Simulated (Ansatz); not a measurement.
What does this script print? It uses Ansatz 0.2.0, Python API.

The script, `al3cu.py`:
```python
"""Which atoms and shells make the states of Al3Cu."""

import ansatz as az
import numpy as np


def main() -> None:
    al3cu = (
        az.Lattice.of([2.77840543, 0.0, 0.0], [0.0, 2.77840543, 0.0], [0.0, 0.0, 7.51340341])
        .atom("Al", [0.0, 0.0, 0.5])
        .atom("Al", [0.5, 0.5, 0.22611551])
        .atom("Al", [0.5, 0.5, 0.77388449])
        .atom("Cu", [0.0, 0.0, 0.0])
    )

    model = (
        al3cu.calculation()
        .occupations("Fermi-Dirac", width=0.15)
        .kpoints(mesh=(8, 8, 3))
        .basis(19 * az.Ha)
        .functional("lda")
        .scf(extra_bands=14)
        .density_of_states(projected=True, energy_step=0.1)
    )
    res = model.run(threads=1, pin="off")
    summary = res.report

    dos = res.density_of_states()
    energy = np.asarray(dos.energies_ev) - dos.fermi_ev
    curves = {}
    for site in res.projected_density_of_states().sites:
        for shell in site.shells:
            weight = sum(np.sum(curve.g_bin_mean_per_ev, axis=0) for curve in shell.curves)
            name = f"{site.species} {shell.label}"
            curves[name] = curves.get(name, 0) + weight

    print("E-EF   " + " ".join(f"{name:>8s}" for name in curves))
    for e in np.arange(-8, 4 + 0.1, 1.0):
        print(f"{e:5.1f}  " + " ".join(f"{np.interp(e, energy, g):8.3f}" for g in curves.values()))


if __name__ == "__main__":
    main()
```

```console
$ python al3cu.py
E-EF      Al 3S    Al 3P    Cu 3S    Cu 4S    Cu 3P    Cu 3D
 -8.0     0.236    0.434    0.001    0.058    0.001    0.027
 -7.0     0.295    0.595    0.001    0.077    0.002    0.103
 -6.0     0.266    0.562    0.001    0.066    0.002    0.265
 -5.0     0.249    0.519    0.000    0.049    0.001    0.996
 -4.0     0.058    0.660    0.000    0.036    0.001    3.255
 -3.0     0.141    0.633    0.000    0.030    0.001    0.857
 -2.0     0.205    0.848    0.000    0.036    0.001    0.327
 -1.0     0.403    0.806    0.000    0.093    0.001    0.211
  0.0     0.373    0.932    0.000    0.053    0.001    0.099
  1.0     0.192    0.487    0.000    0.061    0.000    0.041
  2.0     0.483    1.000    0.001    0.117    0.000    0.066
  3.0     0.448    0.951    0.001    0.115    0.000    0.043
  4.0     0.407    0.955    0.001    0.106    0.000    0.034
```

The mesh is modest for a metal, so energies can be off by several to tens of meV an atom and pressures by half a GPa or more; differences at equal mesh fare better. The structure comes from a database of computed cells and needn't be a stable or known phase. Curves are summed over the cell's atoms. Only shells that the potentials hold have channels, so projections don't add up to the total, least of all where a shell is missing (p of most metals); heights and places of peaks move with the mesh. The density of states is complete only as far up as bands were computed. Run time: 4.3 s on 1 thread of Intel(R) Xeon(R) Platinum 8488C (Sapphire Rapids) (shared host), peak memory 0.43 GiB.
